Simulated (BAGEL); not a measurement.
**CH5SeSi− (SMILES C[Se][SiH2-]) at RI-MP2/cc-pVDZ (density fitting with qzvpp-jkfit)**

Aim: the energy change on altering one bond length of CH5SeSi− at RI-MP2/cc-pVDZ (density fitting with qzvpp-jkfit), from 2 runs. 

The calculation is run with BAGEL 1.2.2.

4 further runs of the same task are left out: 4 that didn't finish.

## (1) The molecule

CH5SeSi− has 8 atoms, charge -1, and is taken as a singlet. As SMILES, `C[Se][SiH2-]`. The shape comes from GFN2-xTB, which is rough for such elements, and wasn't checked as a minimum. This is one conformer, not always the lowest.

Bond lengths: C1–Se2 1.950 Å, Se2–Si3 2.390 Å, C1–H4 1.091 Å, C1–H5 1.091 Å, C1–H6 1.091 Å, Si3–H7 1.485 Å, Si3–H8 1.489 Å. Angles: C1–Se2–Si3 91.1°, Se2–C1–H4 108.6°, Se2–C1–H5 108.4°, Se2–C1–H6 109.2°, Se2–Si3–H7 95.1°, Se2–Si3–H8 97.2°, H4–C1–H5 109.6°, H4–C1–H6 109.6°, H5–C1–H6 111.4°, H7–Si3–H8 97.4°.

## (2) A single-point energy at RI-MP2/cc-pVDZ (density fitting with qzvpp-jkfit)

File input.json:

```json
{ "bagel" : [

{
  "title" : "molecule",
  "basis" : "cc-pvdz.json",
  "df_basis" : "qzvpp-jkfit",
  "angstrom" : true,
  "geometry" : [
    { "atom" : "C", "xyz" : [   -0.793650,    1.131880,   -0.368200 ] },
    { "atom" : "Se", "xyz" : [    0.154860,    0.446080,    1.191720 ] },
    { "atom" : "Si", "xyz" : [    1.092750,   -1.332470,   -0.100800 ] },
    { "atom" : "H", "xyz" : [   -1.690990,    0.530580,   -0.521330 ] },
    { "atom" : "H", "xyz" : [   -0.140000,    1.040530,   -1.236500 ] },
    { "atom" : "H", "xyz" : [   -1.075220,    2.170180,   -0.189630 ] },
    { "atom" : "H", "xyz" : [    2.239170,   -1.568350,    0.812420 ] },
    { "atom" : "H", "xyz" : [    0.213080,   -2.418430,    0.412320 ] }
  ]
},
{ "title" : "hf", "charge" : -1 },
{ "title" : "mp2", "charge" : -1, "ncore" : 15 }

]}
```

The basis set cc-pVDZ is read from a file made from the Basis Set Exchange's data (not shown).

Launch:

```bash
$ BAGEL_NUM_THREADS=1 BAGEL input.json > input.out
```

The log of the run:

```text
* using 1 threads per process

  ===============================================================
  ===============================================================

  *** Geometry ***

  { "atom" : "C", "xyz" : [     -1.499781,      2.138943,     -0.695797 ] },
  { "atom" : "Se", "xyz" : [      0.292643,      0.842969,      2.252024 ] },
  { "atom" : "Si", "xyz" : [      2.064998,     -2.518003,     -0.190484 ] },
  { "atom" : "H", "xyz" : [     -3.195508,      1.002651,     -0.985171 ] },
  { "atom" : "H", "xyz" : [     -0.264562,      1.966317,     -2.336646 ] },
  { "atom" : "H", "xyz" : [     -2.031871,      4.101046,     -0.358349 ] },
  { "atom" : "H", "xyz" : [      4.231418,     -2.963752,      1.535251 ] },
  { "atom" : "H", "xyz" : [      0.402663,     -4.570170,      0.779172 ] },

  Number of auxiliary basis functions:      559

  Since a DF basis is specified, we compute 2- and 3-index integrals:
    o Being stored without compression. Storage requirement is 0.032 GB

  Number of basis functions:       84
  Number of electrons      :       59

    * METHOD: MOLECULE                             0.30

  *** RHF ***

  === Nuclear Repulsion ===
   237.3211227720

      * DIIS with orbital gradients will be used.

  === RHF iteration (cc-pvdz.json) ===
      0      -2729.40535229          0.01173054           0.09
      1      -2729.50059814          0.00508099           0.09
      2      -2729.51658498          0.00136435           0.09
      3      -2729.51818704          0.00031059           0.09
      4      -2729.51828359          0.00007654           0.11
      5      -2729.51829333          0.00002761           0.09
      6      -2729.51829506          0.00000855           0.09
      7      -2729.51829523          0.00000300           0.09
      8      -2729.51829525          0.00000108           0.09
      9      -2729.51829525          0.00000044           0.09
     10      -2729.51829525          0.00000012           0.09
     11      -2729.51829525          0.00000005           0.09
     12      -2729.51829525          0.00000002           0.10
     13      -2729.51829525          0.00000001           0.09
    * SCF iteration converged.

    * Permanent dipole moment:
           (    0.984395,    -1.432679,    -0.388783) a.u.

    * METHOD: HF                                   1.53

  *** RHF ***

  === Nuclear Repulsion ===
   237.3211227720

      * DIIS with orbital gradients will be used.

  === RHF iteration (cc-pvdz.json) ===
      0      -2729.51829525          0.00000000           0.09
    * SCF iteration converged.

    * Permanent dipole moment:
           (    0.984395,    -1.432679,    -0.388783) a.u.

  === DF-MP2 calculation ===

    * freezing 15 orbitals
    * 3-index integral transformation done
    * assembly done

      MP2 correlation energy:   -0.3899178811      0.05

      MP2 total energy:       -2729.9082131328

    * METHOD: MP2                                  0.24

  ===============================================================
```

Wall time 2.3 s (1 thread of Arm Neoverse V2, shared host); peak memory 0.14 GiB.

## (3) The distorted shape

File input.json:

```json
{ "bagel": [

{
  "title": "molecule",
  "basis": "cc-pvdz.json",
  "df_basis": "qzvpp-jkfit",
  "angstrom": true,
  "geometry": [
    { "atom": "C", "xyz": [      -0.989767,       1.159288,      -0.107681 ] },
    { "atom": "Se", "xyz": [      -0.041257,       0.473488,       1.452239 ] },
    { "atom": "Si", "xyz": [       0.896633,      -1.305062,       0.159719 ] },
    { "atom": "H", "xyz": [      -1.887107,       0.557988,      -0.260811 ] },
    { "atom": "H", "xyz": [      -0.140000,       1.040530,      -1.236500 ] },
    { "atom": "H", "xyz": [      -1.271337,       2.197588,       0.070889 ] },
    { "atom": "H", "xyz": [       2.043053,      -1.540942,       1.072939 ] },
    { "atom": "H", "xyz": [       0.016963,      -2.391022,       0.672839 ] }
  ]
},

{
  "title": "hf",
  "charge": -1
},

{
  "title": "mp2",
  "charge": -1,
  "ncore": 15
}

]}
```

The basis set cc-pVDZ is read from a file made from the Basis Set Exchange's data (not shown).

Launch:

```bash
$ BAGEL_NUM_THREADS=1 BAGEL input.json > input.out
```

The log of the run:

```text
* using 1 threads per process

  ===============================================================
  ===============================================================

  *** Geometry ***

  { "atom" : "C", "xyz" : [     -1.870389,      2.190737,     -0.203488 ] },
  { "atom" : "Se", "xyz" : [     -0.077964,      0.894763,      2.744334 ] },
  { "atom" : "Si", "xyz" : [      1.694391,     -2.466210,      0.301825 ] },
  { "atom" : "H", "xyz" : [     -3.566115,      1.054445,     -0.492861 ] },
  { "atom" : "H", "xyz" : [     -0.264562,      1.966317,     -2.336646 ] },
  { "atom" : "H", "xyz" : [     -2.402479,      4.152839,      0.133961 ] },
  { "atom" : "H", "xyz" : [      3.860811,     -2.911958,      2.027561 ] },
  { "atom" : "H", "xyz" : [      0.032055,     -4.518377,      1.271481 ] },

  Number of auxiliary basis functions:      559

  Since a DF basis is specified, we compute 2- and 3-index integrals:
    o Being stored without compression. Storage requirement is 0.032 GB

  Number of basis functions:       84
  Number of electrons      :       59

    * METHOD: MOLECULE                             0.29

  *** RHF ***

  === Nuclear Repulsion ===
   235.9500041135

      * DIIS with orbital gradients will be used.

  === RHF iteration (cc-pvdz.json) ===
      0      -2729.37339342          0.01052000           0.09
      1      -2729.46080294          0.00464063           0.09
      2      -2729.47466911          0.00133792           0.09
      3      -2729.47634539          0.00036494           0.09
      4      -2729.47648270          0.00009761           0.09
      5      -2729.47649920          0.00003707           0.10
      6      -2729.47650282          0.00001207           0.09
      7      -2729.47650314          0.00000372           0.09
      8      -2729.47650317          0.00000148           0.09
      9      -2729.47650317          0.00000054           0.09
     10      -2729.47650317          0.00000018           0.09
     11      -2729.47650317          0.00000007           0.09
     12      -2729.47650317          0.00000002           0.09
     13      -2729.47650317          0.00000001           0.09
    * SCF iteration converged.

    * Permanent dipole moment:
           (    0.995851,    -1.366971,    -0.509140) a.u.

    * METHOD: HF                                   1.48

  *** RHF ***

  === Nuclear Repulsion ===
   235.9500041135

      * DIIS with orbital gradients will be used.

  === RHF iteration (cc-pvdz.json) ===
      0      -2729.47650317          0.00000000           0.09
    * SCF iteration converged.

    * Permanent dipole moment:
           (    0.995851,    -1.366971,    -0.509140) a.u.

  === DF-MP2 calculation ===

    * freezing 15 orbitals
    * 3-index integral transformation done
    * assembly done

      MP2 correlation energy:   -0.3957623123      0.04

      MP2 total energy:       -2729.8722654862

    * METHOD: MP2                                  0.23

  ===============================================================
```

It took 2.3 s on 1 thread of Arm Neoverse V2, shared host; peak memory 0.14 GiB.

## (4) Outcome

At RI-MP2/cc-pVDZ (density fitting with qzvpp-jkfit), 15 core orbitals frozen:

| quantity | value |
| --- | --- |
| first shape: total energy | -2729.90821 Eh |
| first shape: correlation energy (15 core orbitals frozen) | -389.9 mEh |
| distorted shape: total energy | -2729.87227 Eh |
| distorted shape: correlation energy (15 core orbitals frozen) | -395.8 mEh |
| energy change with the C1–H5 bond stretched from 1.091 to 1.418 Å | 0.978 eV |

With the C1–H5 bond stretched from 1.091 to 1.418 Å the energy rises by 0.98 eV (22.6 kcal/mol). The first shape isn't relaxed at this level, so the change isn't measured from a minimum.
